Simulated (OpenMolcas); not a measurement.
# Cu⁴⁺ among point charges: CASSCF and CASPT2 levels and susceptibility

Aim: the splitting of the states of Cu⁴⁺ in the field of 6 point charges, its lowest levels with spin-orbit coupling and its magnetic susceptibility.

Method: state-averaged CASSCF and CASPT2, spin-orbit coupling by RASSI with atomic mean-field integrals. Code: OpenMolcas 26.06.

### Step 1. Starting point

| Quantity | Value |
| --- | --- |
| Species | Cu⁴⁺ (copper, Z = 29, 25 electrons) |
| Basis | ANO-RCC-VDZP [5s4p2d1f], 34 functions |
| Scalar Hamiltonian | DKH2, point nucleus |
| Inactive shells | 1s 2s 2p 3s 3p |
| Active space | 7 electrons in 5 orbitals (3d) |
| Some configurations of this space | 3d7 |
| Orbitals | optimised for each spin and parity, averaged over all roots |

The outer shells:

3d7
```
3d [↑↓][↑↓][↑ ][↑ ][↑ ]
```

The ion sits among 6 point charges of -1 e arranged as a trigonal antiprism (D3d), 1.84 Å from the ion, with a polar angle of 60.8° against the regular 54.74°.

The work runs as a chain of OpenMolcas steps in one folder; each step below is one input file. Labels, J, g values, rates, χT and fits are worked out afterwards by a script from the matrices that RASSI stores. The input lists half of the charges; inversion (Group=XYZ) makes the rest.

### Step 2. GATEWAY and SEWARD: basis and integrals

Input file a.inp:

```
&GATEWAY
Coord
1

Cu 0.0 0.0 0.0
Basis=ANO-RCC-VDZP
Group=XYZ
NoMove
AngMom=0.0 0.0 0.0
AMFI
XField
3 Angstrom 0
0.000000 1.605495 0.898880 -1.000000
1.390400 -0.802748 0.898880 -1.000000
1.390400 0.802748 -0.898880 -1.000000
&SEWARD
```

Command:

```console
$ OMP_NUM_THREADS=1 MOLCAS_MEM=1689 MOLCAS_PROJECT=a pymolcas a.inp > a.log
```

Log:

```text
Basis set label: CU.ANO-RCC...5S4P2D1F.

      Electronic valence basis set:
      ------------------
      Associated Effective Charge  29.000000 au
      Associated Actual Charge     29.000000 au
      Nuclear Model: Point charge

      Shell  nPrim  nBasis  Cartesian Spherical Contaminant
         s      21       5        X
         p      15       4        X
         d      10       2                 X
         f       6       1                 X
                  Relativistic Douglas-Kroll-Hess integrals:
                    - DKH order of Hamiltonian: 2
                    - DKH order of Properties : 0
                  Atomic mean-field integrals
```

### Step 3. CASSCF: quartets of even parity, 10 roots

Input file a.inp:

```
&RASSCF
FileOrb=start.orb
Symmetry=1
Spin=4
nActEl=7 0 0
Inactive=3 6
Ras2=5 0
CIRoot=10 10 1
SDav=10
CIMx=300
Iter=120 100
PrWF=0.3
OrbListing=Nothing
MaxOrb=0
>>> COPY $Project.JobIph JOB001
```

start.orb holds the contracted functions of the basis, ordered by shell, or the orbitals of the step before.

Log, cut to the lines that bear on the results:

```text
[...]
      Number of active orbitals                  5
[...]
      Spin quantum number                      1.5
[...]
      Active orbitals                            5   0
[...]
      Number of CSFs                            10
      Number of root(s) required                10
[...]
      Convergence after  8 iterations
[...]
      Natural orbitals and occupation numbers for root  1
      sym 1:   1.005454   1.000000   1.005454   1.994546   1.994546
      Natural orbitals and occupation numbers for root  2
      sym 1:   1.106834   1.893166   1.000000   1.106834   1.893166
      Natural orbitals and occupation numbers for root  3
      sym 1:   1.000000   1.106834   1.893166   1.893166   1.106834
::    RASSCF root number  1 Total energy:  -1655.78299297
::    RASSCF root number  2 Total energy:  -1655.78238521
::    RASSCF root number  3 Total energy:  -1655.78238521
[...]
::    RASSCF root number  7 Total energy:  -1655.77018557
::    RASSCF root number  8 Total energy:  -1655.67318857
::    RASSCF root number  9 Total energy:  -1655.67318855
::    RASSCF root number 10 Total energy:  -1655.66209806
```

### Step 4. Reference wave functions, doublets of even parity, 40 roots

Input file a.inp:

```
&RASSCF
FileOrb=start.orb
Symmetry=1
Spin=2
nActEl=7 0 0
Inactive=3 6
Ras2=5 0
CIRoot=40 40 1
SDav=40
CIMx=300
Iter=120 100
PrWF=0.3
OrbListing=Nothing
MaxOrb=0
>>> COPY $Project.JobIph JOB002
```

Command:

```console
$ OMP_NUM_THREADS=1 MOLCAS_MEM=1689 MOLCAS_PROJECT=a pymolcas a.inp > a.log
```

Log, cut to the lines that bear on the results:

```text
[...]
      Number of active orbitals                  5
[...]
      Spin quantum number                      0.5
[...]
      Active orbitals                            5   0
[...]
      Number of CSFs                            40
      Number of root(s) required                40
[...]
      Convergence after  7 iterations
[...]
      Natural orbitals and occupation numbers for root  1
      sym 1:   1.253278   1.182463   1.579565   1.504458   1.480236
      Natural orbitals and occupation numbers for root  2
      sym 1:   1.182993   1.252718   1.502910   1.481151   1.580228
      Natural orbitals and occupation numbers for root  3
      sym 1:   1.261645   1.055705   1.624926   1.515997   1.541727
::    RASSCF root number  1 Total energy:  -1655.67118333
::    RASSCF root number  2 Total energy:  -1655.67118332
::    RASSCF root number  3 Total energy:  -1655.66961247
[...]
::    RASSCF root number 27 Total energy:  -1655.61684611
::    RASSCF root number 28 Total energy:  -1655.61684610
::    RASSCF root number 29 Total energy:  -1655.52670922
::    RASSCF root number 30 Total energy:  -1655.52668332
```

### Step 5. RASSI: spin-orbit coupling between the states

Input file a.inp:

```
&RASSI
NrOfJobIphs=2 10 40
1 2 3 4 5 6 7 8 9 10
1 2 3 4 5 6 7 8 9 10 11 12 13 14 15 16 17 18 19 20 21 22 23 24 25 26 27
28 29 30 31 32 33 34 35 36 37 38 39 40
IphNames
JOB001
JOB002
EJob
SpinOrbit
DIPRint=1.0
SOCoupling=1000.0
Subsets=2
Property=9
'ANGMOM' 1 'ANGMOM' 2 'ANGMOM' 3 'MLTPL  1' 1 'MLTPL  1' 2 'MLTPL  1' 3
'AMFI' 1 'AMFI' 2 'AMFI' 3
SOProperty=3
'ANGMOM' 1 'ANGMOM' 2 'ANGMOM' 3
```

Log, cut to the lines that bear on the results:

```text
SPIN-FREE ENERGIES:
  (Shifted by EMIN (a.u.) =      -1655.7829929714)
 SF State       Relative EMIN(au)   Rel lowest level(eV)    D:o, cm**(-1)      L_eff
     1             0.0000000000        0.0000000000              0.0000         3.0
     2             0.0006077581        0.0165379407            133.3875         3.0
     3             0.0006077655        0.0165381407            133.3891         3.0
     4             0.0050882251        0.1384576575           1116.7363         3.0
     5             0.0050882305        0.1384578057           1116.7375         3.0
     6             0.0083622649        0.2275488201           1835.3050         3.0
     7             0.0128074002        0.3485071146           2810.8994         3.0
     8             0.1098043992        2.9879299183          24099.2800         1.0
     9             0.1098044213        2.9879305200          24099.2849         1.0
    11             0.1118096458        3.0424954574          24539.3808         4.0
[...]
Eigenvalues of complex Hamiltonian:
   -----------------------------------
  (Shifted by EMIN (a.u.) =      -1655.7829929714)
 SO State       Relative EMIN(au)   Rel lowest level(eV)    D:o, cm**(-1)     J-value
     1            -0.0068403115        0.0000000000              0.0000         4.0
     2            -0.0068403115        0.0000000000              0.0000         4.0
     3            -0.0057243610        0.0303665610            244.9228         3.9
     4            -0.0057243610        0.0303665610            244.9228         3.9
     5            -0.0047675312        0.0564032242            454.9227         3.6
     6            -0.0047675312        0.0564032242            454.9227         3.6
     7            -0.0030173074        0.1040292405            839.0524         3.6
     8            -0.0030173074        0.1040292405            839.0524         3.6
     9            -0.0010944469        0.1563529411           1261.0715         2.6
    10            -0.0010944469        0.1563529411           1261.0715         2.6
    11             0.0022789285        0.2481471626           2001.4418         3.0
[...]
```

Time for these steps: 6 s (1 thread, shared host).

Spin-free states, with their symmetry labels:

```tsv
state	degeneracy	E (cm-1)	free-ion L (%)
4A2	1	0	F (100)
4E	2	133	F (100)
4E	2	1117	F (100)
4A1	1	1835	F (100)
4A2	1	2811	F (100)
4E	2	24099	P (100)
2E	2	24539	G (98)
2E	2	24884	G (96)
2A2	1	24895	G (98)
2A1	1	24911	G (99)
2E	2	25224	G (98)
2A1	1	25437	G (100)
4A2	1	26533	P (100)
2E	2	31287	H (97)
2E	2	32026	H (61)
2A2	1	32317	P (75)
2A1	1	33150	H (93)
2E	2	33227	P (51)
2A2	1	33284	H (84)
2E	2	33646	H (96)
2E	2	34117	H (91)
2A2	1	34410	H (89)
2A1	1	35565	D (94)
2E	2	35971	D (86)
```

With spin-orbit coupling:

```tsv
E (cm-1)	Degeneracy	Label	2S+1	g
0.0	2	E1/2	4	2.13 6.10 6.10
244.9	2	E3/2	4	0.00 0.00 4.97
454.9	2	E1/2	4	1.47 4.66 4.66
839.1	2	E1/2	4	2.72 4.27 4.27
1261	2	E3/2	4	0.00 0.00 7.98
2001	2	E1/2	4	0.30 2.63 2.63
2579	2	E1/2	4	0.24 0.24 5.12
2631	2	E3/2	4	0.00 0.00 5.33
2737	2	E1/2	4	0.66 0.66 5.93
3540	2	E1/2	4	0.32 0.32 1.74
3562	2	E3/2	4	0.00 0.00 3.67
3856	2	E1/2	4	1.27 1.27 2.08
5004	2	E1/2	4	0.16 1.44 1.44
5403	2	E3/2	4	0.00 0.00 0.88
24988	2	E1/2	4	0.01 0.01 7.98
25088	2	E3/2	2	0.00 0.00 6.27
25169	2	E3/2	4	0.00 0.00 4.53
25348	2	E1/2	4	0.11 0.84 0.84
25475	2	E1/2	2	3.25 3.78 3.78
25605	2	E1/2	2	1.37 3.99 3.99
25733	2	E1/2	4	1.94 1.94 3.39
25825	2	E3/2	2	0.00 0.00 3.82
26089	2	E1/2	2	1.59 4.96 4.96
26921	2	E1/2	2	0.67 0.67 5.86
```

The table of states holds 24 of 33 computed; the rest, higher up, is left out. Principal g values are given for doublets only; a zero marks a field direction without first-order Zeeman splitting.

Powder χT (cm³ K/mol): 2.50 at 2 K, 2.55 at 5 K, 2.62 at 10 K, 2.76 at 20 K, 3.20 at 50 K, 3.84 at 100 K, 4.27 at 150 K, 4.54 at 200 K, 4.72 at 250 K, 4.84 at 300 K.

### Step 6. CASPT2: IPEA 0.25, imaginary shift 0.1 (closed shells correlated: 3s 3p)

Input file a.inp:

```
>>> COPY JOB001 $Project.JobIph
&CASPT2
Multistate=10 1 2 3 4 5 6 7 8 9 10
NoMult
Frozen=2 3
IPEA=0.25
Imaginary=0.1
MaxIter=60
WThr=0.0 0.3 0.05
PrWF=0.5
NoMix
>>> COPY JOB002 $Project.JobIph
&CASPT2
Multistate=40 1 2 3 4 5 6 7 8 9 10 11 12 13 14 15 16 17 18 19 20 21 22
23 24 25 26 27 28 29 30 31 32 33 34 35 36 37 38 39 40
NoMult
Frozen=2 3
IPEA=0.25
Imaginary=0.1
MaxIter=60
WThr=0.0 0.3 0.05
PrWF=0.5
NoMix
```

Command:

```console
$ OMP_NUM_THREADS=1 MOLCAS_MEM=1689 MOLCAS_PROJECT=a pymolcas a.inp > a.log
```

Log:

```text
Orbital specifications:
      -----------------------

      Symmetry species                           1   2
                                                ag  au
      Frozen orbitals                            2   3
      Inactive orbitals                          1   3
      Active orbitals                            5   0
      Secondary orbitals                         7  13
      Deleted orbitals                           0   0
      Number of basis functions                 15  19
Type of calculation                        SS-CASPT2
      Fock operator                              state-specific
      IPEA shift                                 0.25
      Real shift                                 0.00
      Imaginary shift                            0.10
      The input orbitals will be transformed to quasi-canonical
Reference energy:       -1655.7829929714
      E2 (Non-variational):      -0.3298946655
      Shift correction:          -0.0000492033
      E2 (Variational):          -0.3299438688
      Total energy:           -1656.1129368402
      Residual norm:              0.0000001524
      Reference weight:           0.96387
      Contributions to the CASPT2 correlation energy
      Active & Virtual Only:         -0.1249900640
      One Inactive Excited:          -0.1527253138
      Two Inactive Excited:          -0.0521792876
Reference energy:       -1655.7823852133
      E2 (Non-variational):      -0.3313037570
      Shift correction:          -0.0000503198
      E2 (Variational):          -0.3313540767
      Total energy:           -1656.1137392901
      Residual norm:              0.0000001378
      Reference weight:           0.96347
      Contributions to the CASPT2 correlation energy
      Active & Virtual Only:         -0.1258430501
      One Inactive Excited:          -0.1531072127
      Two Inactive Excited:          -0.0523534942
::    CASPT2 Root  1     Total energy:  -1656.11293684
::    CASPT2 Root  2     Total energy:  -1656.11373929
::    CASPT2 Root  3     Total energy:  -1656.11366446
::    CASPT2 Root  4     Total energy:  -1656.10926273
::    CASPT2 Root  5     Total energy:  -1656.10928146
::    CASPT2 Root  6     Total energy:  -1656.10752953
::    CASPT2 Root  7     Total energy:  -1656.09893028
::    CASPT2 Root  8     Total energy:  -1656.01741817
::    CASPT2 Root  9     Total energy:  -1656.01750582
::    CASPT2 Root 10     Total energy:  -1656.00487392
Orbital specifications:
      -----------------------

      Symmetry species                           1   2
                                                ag  au
      Frozen orbitals                            2   3
      Inactive orbitals                          1   3
      Active orbitals                            5   0
      Secondary orbitals                         7  13
      Deleted orbitals                           0   0
      Number of basis functions                 15  19
Type of calculation                        SS-CASPT2
      Fock operator                              state-specific
      IPEA shift                                 0.25
      Real shift                                 0.00
      Imaginary shift                            0.10
      The input orbitals will be transformed to quasi-canonical
Reference energy:       -1655.6711833257
      E2 (Non-variational):      -0.3399149127
      Shift correction:          -0.0000521047
      E2 (Variational):          -0.3399670174
      Total energy:           -1656.0111503430
      Residual norm:              0.0000000337
      Reference weight:           0.96213
      Contributions to the CASPT2 correlation energy
      Active & Virtual Only:         -0.1282834087
      One Inactive Excited:          -0.1573997044
      Two Inactive Excited:          -0.0542317995
Reference energy:       -1655.6711833238
      E2 (Non-variational):      -0.3399401809
      Shift correction:          -0.0000521260
      E2 (Variational):          -0.3399923069
      Total energy:           -1656.0111756307
      Residual norm:              0.0000000339
      Reference weight:           0.96212
      Contributions to the CASPT2 correlation energy
      Active & Virtual Only:         -0.1282660756
      One Inactive Excited:          -0.1574378079
      Two Inactive Excited:          -0.0542362974
::    CASPT2 Root  1     Total energy:  -1656.01115034
::    CASPT2 Root  2     Total energy:  -1656.01117563
::    CASPT2 Root  3     Total energy:  -1656.00904993
::    CASPT2 Root  4     Total energy:  -1656.00906756
::    CASPT2 Root  5     Total energy:  -1656.00932482
::    CASPT2 Root  6     Total energy:  -1656.00969165
::    CASPT2 Root  7     Total energy:  -1656.00779646
::    CASPT2 Root  8     Total energy:  -1656.00780525
::    CASPT2 Root  9     Total energy:  -1656.00661467
::    CASPT2 Root 10     Total energy:  -1655.97706597
::    CASPT2 Root 11     Total energy:  -1655.97706360
::    CASPT2 Root 12     Total energy:  -1655.98142583
::    CASPT2 Root 13     Total energy:  -1655.98145280
::    CASPT2 Root 14     Total energy:  -1655.98859682
::    CASPT2 Root 15     Total energy:  -1655.97016811
::    CASPT2 Root 16     Total energy:  -1655.97966493
::    CASPT2 Root 17     Total energy:  -1655.97957045
::    CASPT2 Root 18     Total energy:  -1655.97224318
::    CASPT2 Root 19     Total energy:  -1655.96723099
::    CASPT2 Root 20     Total energy:  -1655.96720214
::    CASPT2 Root 21     Total energy:  -1655.96453975
::    CASPT2 Root 22     Total energy:  -1655.96457492
::    CASPT2 Root 23     Total energy:  -1655.96354038
::    CASPT2 Root 24     Total energy:  -1655.97005582
::    CASPT2 Root 25     Total energy:  -1655.96892585
::    CASPT2 Root 26     Total energy:  -1655.96910195
::    CASPT2 Root 27     Total energy:  -1655.96598679
::    CASPT2 Root 28     Total energy:  -1655.96595992
::    CASPT2 Root 29     Total energy:  -1655.88048854
::    CASPT2 Root 30     Total energy:  -1655.88044536
```

Time for this run: 1.9 s (1 thread, shared host).

SS-CASPT2: lowest energy less the reference's lowest, -0.3307 hartree; reference weights 0.958 to 0.964.

Spin-free states, with their symmetry labels:

```tsv
state	degeneracy	E (cm-1)	free-ion L (%)
4E	2	0	F (100)
4A2	1	168	F (100)
4E	2	972	F (100)
4A1	1	1355	F (100)
4A2	1	3242	F (100)
4E	2	21122	P (100)
2E	2	22505	G (98)
2A1	1	22828	G (99)
2A2	1	22908	G (98)
2E	2	22967	G (96)
2E	2	23243	G (98)
2A1	1	23503	G (100)
4A2	1	23885	P (100)
2A2	1	27457	P (75)
2E	2	29028	H (61)
2E	2	29428	P (51)
2E	2	29988	H (97)
2A2	1	31047	H (84)
2A1	1	31502	H (93)
2A1	1	31527	D (94)
2E	2	31755	D (86)
2E	2	32150	H (96)
2E	2	32423	D (95)
2E	2	32733	H (91)
```

With spin-orbit coupling:

```tsv
E (cm-1)	Degeneracy	Label	2S+1	g
0	2	E1/2	4	2.01 6.01 6.01
230	2	E3/2	4	0.00 0.00 4.66
320	2	E1/2	4	0.73 4.86 4.86
770	2	E1/2	4	1.83 4.30 4.30
1180	2	E3/2	4	0.00 0.00 8.74
1950	2	E1/2	4	0.59 2.51 2.51
2430	2	E1/2	4	2.68 3.00 3.00
2580	2	E3/2	4	0.00 0.00 4.25
2690	2	E1/2	4	2.50 2.50 3.86
3340	2	E1/2	4	0.09 0.09 0.95
3480	2	E3/2	4	0.00 0.00 3.20
3710	2	E1/2	4	0.55 0.55 2.23
5290	2	E1/2	4	0.40 2.00 2.00
5560	2	E3/2	4	0.00 0.00 1.60
22030	2	E1/2	4	0.00 0.00 7.99
22190	2	E3/2	4	0.00 0.00 4.01
22360	2	E1/2	4	0.54 2.06 2.06
22750	2	E1/2	4	2.52 2.52 3.34
23150	2	E3/2	2	0.00 0.00 8.87
23460	2	E1/2	2	3.46 3.46 4.72
23660	2	E1/2	2	2.93 3.09 3.09
23910	2	E3/2	2	0.00 0.00 3.75
24160	2	E1/2	2	1.38 4.97 4.97
24920	2	E1/2	2	0.57 0.57 5.86
```

Powder χT (cm³ K/mol): 2.42 at 2 K, 2.47 at 5 K, 2.56 at 10 K, 2.72 at 20 K, 3.22 at 50 K, 3.93 at 100 K, 4.39 at 150 K, 4.65 at 200 K, 4.82 at 250 K, 4.92 at 300 K.

### Step 7. The methods side by side

A. CASSCF
B. SS-CASPT2, IPEA 0.25, imaginary shift 0.1 (closed shells correlated: 3s 3p)

```tsv
method	ground state	first state of that spin (cm-1)	first gap with spin-orbit (cm-1)	χT at 300 K
A	4A2	4E 133.4	244.9	4.84
B	4E	4A2 167.9	231.9	4.92
```

### Step 8. Outcome

| quantity | value |
| --- | --- |
| method | SS-CASPT2, IPEA 0.25, imaginary shift 0.1 (closed shells correlated: 3s 3p) |
| spin-free ground state | 4E, 2-fold in its orbital part |
| first state of the same spin within the active space | 4A2 at 168 cm⁻¹ |
| lowest level | 2-fold E1/2, g = 2.01, 6.01, 6.01 |
| next level | 231.9 cm⁻¹ |
| χT at 300 K | 4.92 cm³ K/mol |
| effective moment at 300 K | 6.27 μB |

Cost by method:

```tsv
method	time of its own steps	time with the reference
A. CASSCF	6 s	6 s
B. SS-CASPT2, IPEA 0.25, imaginary shift 0.1, +3s 3p	1.9 s	7.9 s
```

Times are of one thread on a shared host.

The spin-free ground state (4E) comes to 100 % from free-ion F terms and keeps the highest spin of the shell. χT at 300 K is 4.92, against 1.88 cm³ K/mol for the spin alone, so orbital moment adds to it. An active space of the d shell alone favours high spin; real ions in strong fields can be low spin. CASPT2 does not keep the components of a term degenerate, and the means are used. The field of point charges can differ much from that of real complexes. With metal d orbitals alone active, the gaps between spin states are rough; where two lie within a few thousand cm-1, their order is open. This is an electrostatic model: the charges have no orbitals.
